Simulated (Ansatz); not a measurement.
# LaBr4 (element-swapped structure): how the settings move a single-point run

Question: which choices in the input matter for LaBr4 (element-swapped structure)?

Method: reference: DFT PBE, plane waves, PAW, scalar-relativistic, no spin polarisation, in Ansatz 0.2.0.

1 further run of the same task is left out (it didn't finish).

**1. The structure to begin with**

Symmetry: Cmmm, No. 65, orthorhombic system. Conventional cell: a = 8.697 Å, b = 9.133 Å, c = 3.905 Å, α = 90.00°, β = 90.00°, γ = 90.00°. Br (site symmetry m2m) has 2 La at 2.61 Å as nearest neighbours. La (site symmetry mmm) is surrounded by 6 Br at 2.48 to 2.61 Å. Around Br (site symmetry 2mm) lie 1 La at 2.48 Å.

As a file:

```xyz
5
Lattice="4.3487 4.5664 0.0000 4.3487 -4.5664 0.0000 0.0000 0.0000 -3.9050" Properties=species:S:1:pos:R:3 pbc="T T T"
Br    4.3487   -2.8367   -1.9525
Br    4.3487    2.8367   -1.9525
La    0.0000    0.0000    0.0000
Br    2.4805    0.0000    0.0000
Br    6.2169    0.0000    0.0000
```

**2. Baseline**

input.yaml

```yaml
crystal:
  lattice:
    - [4.348704, 4.566441, 0.0]
    - [4.348704, -4.566441, 0.0]
    - [0.0, 0.0, -3.905004]
  atoms:
    - { symbol: Br, position: [0.1894, 0.8106, 0.5] }
    - { symbol: Br, position: [0.8106, 0.1894, 0.5] }
    - { symbol: La, position: [0.0, 0.0, 0.0] }
    - { symbol: Br, position: [0.2852, 0.2852, 0.0] }
    - { symbol: Br, position: [0.7148, 0.7148, 0.0] }
  symmetry: { tolerance: 0.0003 }
kpoints:
  mp_grid: { grid: [3, 3, 5], shift: [0, 0, 0] }
magnetization:
  spin_polarized: false
scf:
  occupations: { method: fermi_dirac, width: 0.0599 }
hamiltonian:
  pseudopotentials: { kind: paw }
  xc: pbe
basis:
  ecutwfc: 420
output:
  forces: true
  stress: true
  eigenvalues: true
```

Command:

```sh
$ ansatz run input.yaml --threads 1 --pin off --max-ram 2560MiB --backend cpu --events-out ev --progress --plain --runs-dir out
```

**3. Changing settings: dr2_threshold 1.0e-09**

input.yaml: that of step 2 with these lines changed.

```diff
@@ -18,2 +18,3 @@
   occupations: { method: fermi_dirac, width: 0.0599 }
+  convergence: { dr2_threshold: 1.0e-09 }
 hamiltonian:
```

**4. Changing settings: spin_polarized true, occupations.method gaussian, occupations.width 0.025, eigensolver.kind davidson**

input.yaml: that of step 2 with these lines changed.

```diff
@@ -15,5 +15,6 @@
 magnetization:
-  spin_polarized: false
+  spin_polarized: true
 scf:
-  occupations: { method: fermi_dirac, width: 0.0599 }
+  occupations: { method: gaussian, width: 0.025 }
+  eigensolver: { kind: davidson }
 hamiltonian:
@@ -27 +28,5 @@
   eigenvalues: true
+  write_density: true
+  write_potential: true
+  elf: true
+  volumetric_format: npy
```

**5. Variant: mp_grid.grid [2, 2, 4], chi_scale 0.0, xc_grid 3**

input.yaml: that of step 2 with these lines changed.

```diff
@@ -13,3 +13,3 @@
 kpoints:
-  mp_grid: { grid: [3, 3, 5], shift: [0, 0, 0] }
+  mp_grid: { grid: [2, 2, 4], shift: [0, 0, 0] }
 magnetization:
@@ -18,2 +18,3 @@
   occupations: { method: fermi_dirac, width: 0.0599 }
+  initial_density: { chi_scale: 0.0 }
 hamiltonian:
@@ -23,2 +24,3 @@
   ecutwfc: 420
+  xc_grid: 3
 output:
```

Q: Predict the outcome of this session. Wanted: for each run, ending; energy change; pressure; gap; force.

As calculated:

```tsv
run	ending	energy change	pressure (GPa)	gap (eV)	force (eV/Å)	cycles	time
reference	converged	0	19.7	0.00	4.25	8	3.5 s
1: dr2_threshold 1.0e-09	converged	0.0 meV/atom	19.7	0.00	4.25	9	3.8 s
2: spin_polarized true, occupations.method gaussian, occupations.width 0.025, eigensolver.kind davidson	converged	+0.7 meV/atom (σ→0)	19.7	0.00	4.26	13	8.4 s
3: mp_grid.grid [2, 2, 4], chi_scale 0.0, xc_grid 3	converged	-13.3 meV/atom	19.3	0.00	4.20	8	2.9 s
```

Times don't compare one to one where runs were asked for different outputs or read a saved state (see the inputs); cycles may leave out searches for a lower state.

Residual by cycle in the longest SCF loop of each run; runs are numbered as in the table. The quantity is the density residual dr2, in eV.

```tsv
cycle	reference	run 1	run 2	run 3
1	0.102	0.102	279	5.9
2	0.0232	0.0232	9.28	0.694
3	0.00555	0.00555	5.52	0.0506
4	3.4e-4	3.4e-4	1.14	0.00295
5	4.8e-5	4.8e-5	0.955	1.5e-4
6	1.3e-6	1.3e-6	0.148	6.9e-6
8	2.3e-9	2.5e-9	0.00218	2.0e-8
9	-	9.3e-11	1.4e-4	-
10	-	-	3.9e-5	-
11	-	-	1.4e-5	-
12	-	-	1.2e-6	-
13	-	-	6.8e-8	-
```

**Reading.** The structure is not at rest: the sound run finds 20 GPa, so these are no properties of the relaxed crystal. 

The reference is no final answer either: it is run without spin, though an odd electron count or open d shells could carry moments; its mesh is coarse for a cell with so small a gap or none; the structure is made up and not relaxed.
